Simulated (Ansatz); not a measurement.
Nudged elastic band run: Al₃₀Ga

Input:

```yaml
crystal:
  lattice:
    - [8.1, 0.0, 0.0]
    - [0.0, 8.1, 0.0]
    - [0.0, 0.0, 8.1]
  atoms:
    - { symbol: Al, position: [0.50101933, -0.00019515, 0.00114728] }
    - { symbol: Al, position: [0.75013843, 0.24862747, 0.00131325] }
    - { symbol: Al, position: [0.75032169, -0.00053742, 0.2505425] }
    - { symbol: Al, position: [-0.00075407, -0.00129712, 0.00178131] }
    - { symbol: Al, position: [0.24870854, 0.25063204, 0.00052921] }
    - { symbol: Al, position: [0.49956195, 0.50107377, 0.00052704] }
    - { symbol: Al, position: [0.75118647, 0.75080297, 0.00171679] }
    - { symbol: Al, position: [0.24973616, -0.0016169, 0.2506932] }
    - { symbol: Al, position: [0.50120742, 0.24861385, 0.25051263] }
    - { symbol: Al, position: [0.75149366, 0.50013716, 0.25050926] }
    - { symbol: Al, position: [0.50113401, -0.00027739, 0.49983594] }
    - { symbol: Al, position: [0.7500299, 0.24865912, 0.49984014] }
    - { symbol: Al, position: [0.7497564, 0.00019631, 0.75052332] }
    - { symbol: Al, position: [0.00275085, 0.49955627, -0.00135754] }
    - { symbol: Al, position: [0.25021402, 0.74690833, -0.00128796] }
    - { symbol: Al, position: [-0.00221296, 0.24836086, 0.25059523] }
    - { symbol: Al, position: [0.24990884, 0.49988515, 0.2504604] }
    - { symbol: Al, position: [0.50140623, 0.75193197, 0.25035862] }
    - { symbol: Al, position: [-0.00089198, -0.00128829, 0.49933876] }
    - { symbol: Al, position: [0.24859093, 0.25066323, 0.50062096] }
    - { symbol: Al, position: [0.49919961, 0.50116865, 0.5004109] }
    - { symbol: Al, position: [0.75115904, 0.75081826, 0.4991543] }
    - { symbol: Al, position: [0.24918443, -0.00164301, 0.75051047] }
    - { symbol: Ga, position: [0.49184972, 0.25783972, 0.7504829] }
    - { symbol: Al, position: [0.75116546, 0.50051614, 0.750489] }
    - { symbol: Al, position: [-0.00030913, 0.75003924, 0.25039414] }
    - { symbol: Al, position: [0.00273501, 0.49958529, 0.50234208] }
    - { symbol: Al, position: [0.25005348, 0.74691131, 0.50235326] }
    - { symbol: Al, position: [0.00128909, 0.25117526, 0.75043812] }
    - { symbol: Al, position: [0.49858285, 0.74856457, 0.75052926] }
    - { symbol: Al, position: [0.00177172, 0.74775551, 0.75052226] }
basis:
  ecutwfc: 420.0
kpoints:
  mp_grid: { grid: [3, 3, 3] }
hamiltonian:
  xc: pbe
  pseudopotentials: { kind: paw, azcp: { folder: soft_1 } }
scf:
  occupations: { method: gaussian, width: 0.05 }
  lower_state_search: "off"
neb:
  images: 4
  f_tol: 0.05
  max_iterations: 50
  order_check: false
  climbing: immediate
  final_atoms:
    - { symbol: Al, position: [0.50005448, 0.00254033, -0.00168581] }
    - { symbol: Al, position: [0.74745967, 0.24994552, -0.00168581] }
    - { symbol: Al, position: [0.75054019, -0.00054019, 0.25] }
    - { symbol: Al, position: [-0.00096734, -0.00107473, 0.00123096] }
    - { symbol: Al, position: [0.25119051, 0.24882197, -0.00053706] }
    - { symbol: Al, position: [0.50117803, 0.49880949, -0.00053706] }
    - { symbol: Al, position: [0.75107473, 0.75096734, 0.00123096] }
    - { symbol: Al, position: [0.24860794, -0.00159484, 0.25] }
    - { symbol: Al, position: [0.50038094, 0.24961906, 0.25] }
    - { symbol: Al, position: [0.75159484, 0.50139206, 0.25] }
    - { symbol: Al, position: [0.50005448, 0.00254033, 0.50168581] }
    - { symbol: Al, position: [0.74745967, 0.24994552, 0.50168581] }
    - { symbol: Al, position: [0.74775908, 0.00224092, 0.75] }
    - { symbol: Al, position: [-0.00034684, 0.50102663, 0.00107928] }
    - { symbol: Al, position: [0.24897337, 0.75034684, 0.00107928] }
    - { symbol: Al, position: [-0.00117036, 0.24961619, 0.25] }
    - { symbol: Al, position: [0.24886908, 0.50113092, 0.25] }
    - { symbol: Al, position: [0.50038381, 0.75117036, 0.25] }
    - { symbol: Al, position: [-0.00096734, -0.00107473, 0.49876904] }
    - { symbol: Al, position: [0.25119051, 0.24882197, 0.50053706] }
    - { symbol: Al, position: [0.50117803, 0.49880949, 0.50053706] }
    - { symbol: Al, position: [0.75107473, 0.75096734, 0.49876904] }
    - { symbol: Al, position: [0.25160587, 0.0012713, 0.75] }
    - { symbol: Ga, position: [0.2561619, 0.4938381, 0.75] }
    - { symbol: Al, position: [0.7487287, 0.49839413, 0.75] }
    - { symbol: Al, position: [-0.00021768, 0.75021768, 0.25] }
    - { symbol: Al, position: [-0.00034684, 0.50102663, 0.49892072] }
    - { symbol: Al, position: [0.24897337, 0.75034684, 0.49892072] }
    - { symbol: Al, position: [-0.00113677, 0.24899495, 0.75] }
    - { symbol: Al, position: [0.50100505, 0.75113677, 0.75] }
    - { symbol: Al, position: [-0.00034582, 0.75034582, 0.75] }
```

Run as:

```bash
$ ansatz run input.yaml --threads 4 --pin off --max-ram 10240MiB --backend cpu --events-out ev --progress --plain --runs-dir out
```

Output, in part (warnings, iteration lines):

```
NEB end point (image 0): max|allowed force component| = 8.244e-3 eV/Å (the criterion of neb.relax_end_points is 1.000e-2)
NEB end point (image 5): max|allowed force component| = 1.428e-2 eV/Å (the criterion of neb.relax_end_points is 1.000e-2)
NEB iter   1: max|band force component| = 7.168e-1 eV/Å  barrier→ = 0.6590 eV  barrier← = 0.6587 eV  CI = image 2  Δτ_max = 0.1981 Å  (54 SCF iters)
NEB iter   2: max|band force component| = 2.767e-1 eV/Å  barrier→ = 0.5001 eV  barrier← = 0.4998 eV  CI = image 2  Δτ_max = 0.0572 Å  (28 SCF iters)
NEB iter   3: max|band force component| = 5.720e-2 eV/Å  barrier→ = 0.4520 eV  barrier← = 0.4517 eV  CI = image 2  Δτ_max = 0.0145 Å  (24 SCF iters)
NEB iter   4: max|band force component| = 5.705e-3 eV/Å  barrier→ = 0.4491 eV  barrier← = 0.4489 eV  CI = image 2  Δτ_max = 0.0000 Å  (23 SCF iters)
```

The forces met the threshold. The order of the stationary point at the top wasn't checked. Limits of this set-up: coarse k mesh.

Final band:

```tsv
image	path coordinate (Å)	energy (eV)
0	0.00	0.00
1	0.69	0.22
2	1.37	0.45
3	1.84	0.33
4	2.31	0.11
5	2.78	0.00
```

The run took 4.1 min on 4 threads of Intel(R) Xeon(R) Platinum 8259CL CPU @ 2.50GHz (Skylake/Cascade Lake), on a shared host, peak memory 3.4 GiB.
